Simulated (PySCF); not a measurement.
**CaCl: from the state search to spectroscopic constants**

What are the lowest state that PBE0 finds, the bond length, vibrational wavenumber and bond energy of CaCl, and how much do these hang on the method?

Computed with PySCF 2.14.0. Level: Ca aug-pcseg-1, Cl aug-pcseg-1, no relativity.

### 1 Input

Settings of the job:

```yaml
atoms: Ca, Cl
charge: 0
basis: Ca aug-pcseg-1, Cl aug-pcseg-1
Hamiltonian: no relativity
basis_functions: 60
electrons_treated: 37
masses_in_u: 39.9626, 34.9689
levels: PBE0, PBE, r²SCAN, r²SCANh, B3LYP, B97-3, HF, MP2, SCS-MP2, CCSD, CCSD(T)
grid: 80 radial by 434 angular points
occupations: held fixed by the projection of orbital angular momentum
dissociation_limit: Ca + Cl, each in its ground configuration
starting_distance_in_angstrom: 2.560
values_of_2S_to_try: 1, 3
```

On the command line:

```
$ OMP_NUM_THREADS=1 python dia.py task.json out
```

Further steps of the session: First curve: PBE0; Other states along the same grid; PBE; r²SCAN; r²SCANh; B3LYP (global hybrid GGA); B97-3; UHF (mean field); Adding correlation.

Q: Predict the outcome of this session. Wanted: for each run, Re; ωe; De; μ.

As calculated:

Lowest PBE0 solution found, without spin–orbit coupling: ²Σ⁺ (doublet), unpaired electrons σ ↑. State 2 has its PBE0 minimum 1.61 eV higher. The other levels ran on the lowest alone.

```csv
level,Re (Å),ωe (cm⁻¹),De (eV),μ (D)
UHF,2.535,344,3.72,-4.31
UHF-MP2,2.527,339,4.19,n/a
UHF-SCS-MP2,2.532,338,4.02,n/a
UHF-CCSD,2.533,338,3.89,n/a
UHF-CCSD(T),2.533,337,3.92,n/a
PBE,2.441,360,4.48,-3.97
r²SCAN,2.448,366,4.77,-4.09
r²SCANh,2.451,365,4.68,-4.16
B3LYP,2.461,356,4.21,-4.41
PBE0,2.449,362,4.40,-4.07
B97-3,2.468,354,4.19,-4.17
```

De is counted to Ca + Cl in their ground configurations. A positive dipole means Ca(−)Cl(+).

Differences from CCSD(T) in the same basis:

```csv
level,Re (mÅ),ωe (%)
UHF,+1,+2.0
UHF-MP2,-7,+0.8
UHF-SCS-MP2,-1,+0.5
UHF-CCSD,0,+0.4
PBE,-93,+7.0
r²SCAN,-86,+8.5
r²SCANh,-83,+8.4
B3LYP,-72,+5.6
PBE0,-84,+7.5
B97-3,-65,+5.3
```

**Reading.** Judged by CCSD(T) in the same basis: best bond length UHF-CCSD (0 mÅ), worst PBE (-93 mÅ); best wavenumber UHF-CCSD (+0.4 %), worst r²SCAN (+8.5 %). CCSD(T) in a basis this small is itself some way from its limit, more so than the functionals. Among the levels with a De in the table, it runs from 3.72 eV (UHF) to 4.77 eV (r²SCAN).

Correlated steps freeze 10 core orbitals.
